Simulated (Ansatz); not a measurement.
# GeO2 (triplet): wave-function methods side by side, cc-pVDZ

One table from this session's results is given with a row withheld; the runs are named, their logs left out.

Method: cc-pVDZ, core rule «outside noble gas», up to 16 orbitals frozen; program: Ansatz 0.2.0, Gaussian basis.

The runs, in order: UHF; CCSD(T) on ROHF; CCSD(T) on UHF; BCCD(T) on ROHF; CISD; CCSDT(Q) on ROHF; CCSDT(Q) on UHF.

37 further runs of the same task are left out: 15 for a known fault of the program, 6 that didn't finish, 16 set aside as unsound or not needed.

## The system

The geometry is a PBE0/def2-TZVP stationary point (not a proven minimum). No spin-orbit coupling is included. The filled d shell of Ge may be among the frozen orbitals whatever the setting's name suggests; the logs give the count.

3 atoms, charge 0, spin multiplicity 3.

Atoms are counted from 1 here; the program's logs count them from 0.

Bond lengths: Ge1–O2 1.861 Å, O2–O3 1.325 Å. Angles: Ge1–O2–O3 112.0°.

Set-up of the first run:

The input, in.yaml:

```yaml
crystal:
  periodic: [false, false, false]
  atoms:
    - {symbol: Ge, position_ang: [0.000000, -0.045686, 0.670336]}
    - {symbol: O, position_ang: [0.000000, 0.594971, -1.077299]}
    - {symbol: O, position_ang: [0.000000, -0.387547, -1.966143]}
basis:
  gaussian: {orbitals: cc-pVDZ}
magnetization: {spin_polarized: true, initial_magnetization: 2}
hamiltonian: {xc: hf}
output: {orbitals: {seedname: orbitals}}
```

The run is started by

```console
> ansatz run in.yaml --threads 1 --pin off --events-out ev --progress --plain --max-ram 2393MiB
```

Among the steps run: UHF; CCSD(T) on ROHF; CCSD(T) on UHF; BCCD(T) on ROHF; CISD; CCSDT(Q) on ROHF; CCSDT(Q) on UHF.

One of the session's tables, all rows but one given; the rest of the session is left out.

| method | from UCCSDT(Q) (meV) |
| --- | --- |
| ROHF | +12013.2 |
| UHF | +11755.0 |
| RMP2 | +1119.3 |
| UMP2 | +1149.2 |
| RCCSD | +427.6 |
| UCCSD | ? |
| RCCSD(T) | +83.1 |
| UCCSD(T) | +80.0 |
| BCCD(T) | +79.9 |
| RCCSDT | +53.5 |
| UCCSDT | +49.3 |
| RCCSDT(Q) | +9.6 |
| UCCSDT(Q) | 0 |

Q: Estimate the row for UCCSD from the others.

The run gave: from UCCSDT(Q) (meV): +417.6. In the column «from UCCSDT(Q) (meV)» it lies between RCCSD(T) (+83.1) and RCCSD (+427.6).

Not comparable, so not listed: CISD (they don't share determinant, frozen orbitals or solution with the rows shown, or repeat one).

Limits of these values: Restricted and unrestricted rows rest on different reference determinants; where their highest levels disagree by more than a few hundredths of an eV, they describe different states and don't form one ladder.
